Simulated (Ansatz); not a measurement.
# C₆H₃F₂ radical: energies up the ladder

Aim: energies up the ladder, for C₆H₃F₂ radical, with the cost of each level. Spin multiplicity 2.

Computed with Ansatz 0.2.0 (the levels named in each step, unless a step's input says otherwise).

## 1. The starting structure

Bond lengths: F1–C2 1.401 Å, C2–C3 1.396 Å, C3–C4 1.396 Å, C4–F5 1.401 Å, C4–C6 1.384 Å, C6–C7 1.386 Å, C2–C8 1.384 Å, C7–C8 1.386 Å, C6–H9 1.086 Å, C7–H10 1.086 Å, C8–H11 1.086 Å. Angles (14 of 16 angles, heavy atoms first): F1–C2–C3 117.2°, F1–C2–C8 114.4°, C3–C2–C8 128.3°, C2–C3–C4 108.4°, C3–C4–F5 117.2°, C3–C4–C6 128.3°, F5–C4–C6 114.4°, C4–C6–C7 118.0°, C6–C7–C8 118.9°, C2–C8–C7 118.0°, C4–C6–H9 121.0°, C7–C6–H9 121.0°, C6–C7–H10 120.5°, C8–C7–H10 120.5°.

Structure file:

```xyz
11

F    -2.3565   -0.9676   -0.1018
C    -1.1247   -0.3034   -0.0457
C     0.0261   -1.0935   -0.0178
C     1.1379   -0.2509    0.0352
F     2.4001   -0.8572    0.0673
C     1.1661    1.1328    0.0644
C    -0.0434    1.8088    0.0346
C    -1.2189    1.0774   -0.0226
H     2.1071    1.6723    0.1095
H    -0.0694    2.8942    0.0553
H    -2.1847    1.5727   -0.0481
```

## 2. A rough first relaxation, PBE-D4/def2-SVPD

input.yaml reads:

```yaml
crystal:
  periodic: [false, false, false]
  atoms:
    - { symbol: F, position_ang: [-2.35648, -0.96761, -0.10182] }
    - { symbol: C, position_ang: [-1.12469, -0.30342, -0.04566] }
    - { symbol: C, position_ang: [0.02612, -1.09349, -0.01776] }
    - { symbol: C, position_ang: [1.13794, -0.2509, 0.03517] }
    - { symbol: F, position_ang: [2.40008, -0.85717, 0.06727] }
    - { symbol: C, position_ang: [1.1661, 1.13276, 0.0644] }
    - { symbol: C, position_ang: [-0.04343, 1.8088, 0.03463] }
    - { symbol: C, position_ang: [-1.2189, 1.07742, -0.02256] }
    - { symbol: H, position_ang: [2.10714, 1.67226, 0.10948] }
    - { symbol: H, position_ang: [-0.06941, 2.89416, 0.05533] }
    - { symbol: H, position_ang: [-2.18466, 1.5727, -0.04805] }
magnetization:
  spin_polarized: true
  initial_magnetization: 1
basis:
  gaussian: { orbitals: def2-SVPD }
hamiltonian:
  xc: pbe
  dispersion: d4
relax:
  f_tol: 0.03
  max_steps: 200
```

Started as:

```bash
> ansatz run input.yaml --threads 8 --pin off --max-ram 22528MiB --backend cpu --events-out ev --progress --plain --runs-dir out
```

After this run come: Relaxation, PBE0-D4/def2-TZVPPD; Frequencies, PBE0-D4/def2-TZVPPD; Single point, PBE-D4/def2-TZVPPD; Single point, r2SCAN-D4/def2-TZVPPD; Single point, B3LYP-D4/def2-TZVPPD; Single point, wB97M-V/def2-TZVPPD; Single point, B2PLYP/def2-TZVPPD; Single point, LDA/def2-TZVPPD; Single point, PBE0-D4/def2-SVPD; Single point, PBE-D4/def2-SVPD.

Q: Predict the outcome of this session. Wanted: F1–C2 at PBE0-D4/def2-TZVPPD; C2–C3 at PBE0-D4/def2-TZVPPD; C2–C8 at PBE0-D4/def2-TZVPPD; frequencies at PBE0-D4/def2-TZVPPD; energy at PBE-D4/def2-SVPD.

The runs gave:

```
                          quantity             value
      F1–C2 at PBE0-D4/def2-TZVPPD           1.332 Å
      C2–C3 at PBE0-D4/def2-TZVPPD           1.367 Å
      C2–C8 at PBE0-D4/def2-TZVPPD           1.387 Å
frequencies at PBE0-D4/def2-TZVPPD  221 to 3225 cm⁻¹
        energy at PBE-D4/def2-SVPD     -11681.124 eV
```

What this shows: No mode is imaginary, so the geometry is a minimum. These totals serve in differences with atoms or fragments at the same level; alone they don't rank the methods.
